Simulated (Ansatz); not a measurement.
# W: the cost of one run

Program: Ansatz 0.2.0. Level of theory: DFT PBEsol, scalar-relativistic, plane waves, PAW. These are calculated values, not measurements.

The COD cell was measured well above room temperature, so it is larger than a cold one.

## (1) The structure to begin with

Symmetry: Im-3m, No. 229, cubic system. The conventional cell has a = 3.195 Å, b = 3.195 Å, c = 3.195 Å, α = 90.00°, β = 90.00°, γ = 90.00°. Around W (site symmetry m-3m) lie 8 W at 2.77 Å.

Coordinates:

```
W
1.0
    -1.59730    1.59730    1.59730
     1.59730   -1.59730    1.59730
     1.59730    1.59730   -1.59730
W
1
Direct
  0.00000 0.00000 0.00000
```

The cell is taken as given, not relaxed at this level.

## (2) The reference cell

Reference values: F = -10256.5472 eV; pressure -11.41 GPa; largest force 0.000 eV/Å; gap on the mesh none (metal). It was computed beforehand with the settings of the runs below.

## (3) The scan: a tetragonal deformation path

At fixed volume and fractional coordinates, lengths along (0.000, 0.000, 1.000) are scaled against those across it; ρ is that ratio over its starting value.

## (4) ρ = 0.707

input.yaml

```yaml
crystal:
  lattice:
    - [-1.7929988887, 1.7929988887, 1.2676502143]
    - [1.7929988887, -1.7929988887, 1.2676502143]
    - [1.7929988887, 1.7929988887, -1.2676502143]
  atoms:
    - { symbol: W, position: [0.0, 0.0, 0.0] }
basis:
  ecutwfc: 420
kpoints:
  mp_grid: { grid: [24, 24, 24] }
hamiltonian:
  xc: pbesol
scf:
  occupations: { method: gaussian, width: 0.15 }
output:
  forces: true
  stress: true
  eigenvalues: true
```

Command:

```bash
$ ansatz run input.yaml --threads 1 --pin off --max-ram 2560MiB --backend cpu --events-out ev --progress --plain --runs-dir out
```

What time and memory should one allow on 1 thread of AMD EPYC (Zen 3), shared host?

About 25 s, with a peak of 0.5 GiB.
